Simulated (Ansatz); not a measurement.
What does this script print? It uses Ansatz 0.2.0 through its Python package.

Script `ta_ecut.py`:
```python
'''Cutoff test for Ta.'''

import warnings

import ansatz


def main() -> None:
    warnings.simplefilter('ignore', ansatz.DeckWarning)

    xtal = (
        ansatz.Lattice.of([-1.65128, 1.65128, 1.65128], [1.65128, -1.65128, 1.65128], [1.65128, 1.65128, -1.65128])
        .atom('Ta', [0.0, 0.0, 0.0])
    )

    calculation = (
        xtal.calculation()
        .functional('pbe')
        .kpoints(mesh=(13, 13, 13))
        .occupations('fermi_dirac', width=0.05)
        .stress()
    )

    rows = []
    for value in [250, 325, 400, 475, 550]:
        data = calculation.basis(value).run().report
        rows.append((value, data['free_energy_ev'] / len(data['lattice']['sites']), data['n_iterations'], sum(data['stress_gpa'][i][i] for i in range(3)) / 3, data['n_pw']))

    print(' cutoff (eV)   F/atom (eV)    iterations       P (GPa)   plane waves')
    for row in rows:
        print(f'{str(row[0]):>12s}  {row[1]:12.5f}  {row[2]:12d}  {row[3]:12.3f}  {row[4]:12d}')

    # differences from the last row
    for row in rows[:-1]:
        shift = 1000 * (row[1] - rows[-1][1])
        print(f'{row[0]}: {shift:+.2f} meV/atom' + ('  (within 2 meV)' if abs(shift) < 2 else ''))


if __name__ == '__main__':
    main()
```

```console
$ python ta_ecut.py
 cutoff (eV)   F/atom (eV)    iterations       P (GPa)   plane waves
         250   -9932.13557             6         4.089           177
         325   -9932.24597             6         3.668           225
         400   -9932.25238             6         3.622           321
         475   -9932.25354             6         3.612           429
         550   -9932.25371             6         3.612           531
250: +118.15 meV/atom
325: +7.74 meV/atom
400: +1.34 meV/atom  (within 2 meV)
475: +0.18 meV/atom  (within 2 meV)
```

From 400 eV on it stays within 2 meV an atom of the value at 550 eV; the first row (250 eV) is off by 118.1 meV and the last but one by 0.18 meV. The energy falls steadily, as expected when plane waves are added. The pressure moves from 4.09 to 3.61 GPa (the program's stress holds a Pulay correction, so it settles early).

Notes:
- The mesh is modest for a metal, so energies can be off by several to tens of meV an atom and pressures by half a GPa or more; differences at equal mesh fare better.
- Pressure is positive in compression.
- Spin-orbit coupling, which matters for elements this heavy, is left out.
- Shifts are counted from the last row, which is itself no proven limit.
- The script silences the warnings on its input, which a real study should read.
- Finished in 5.5 s on 1 thread of Arm Neoverse V1 (shared host), peak memory 0.34 GiB.
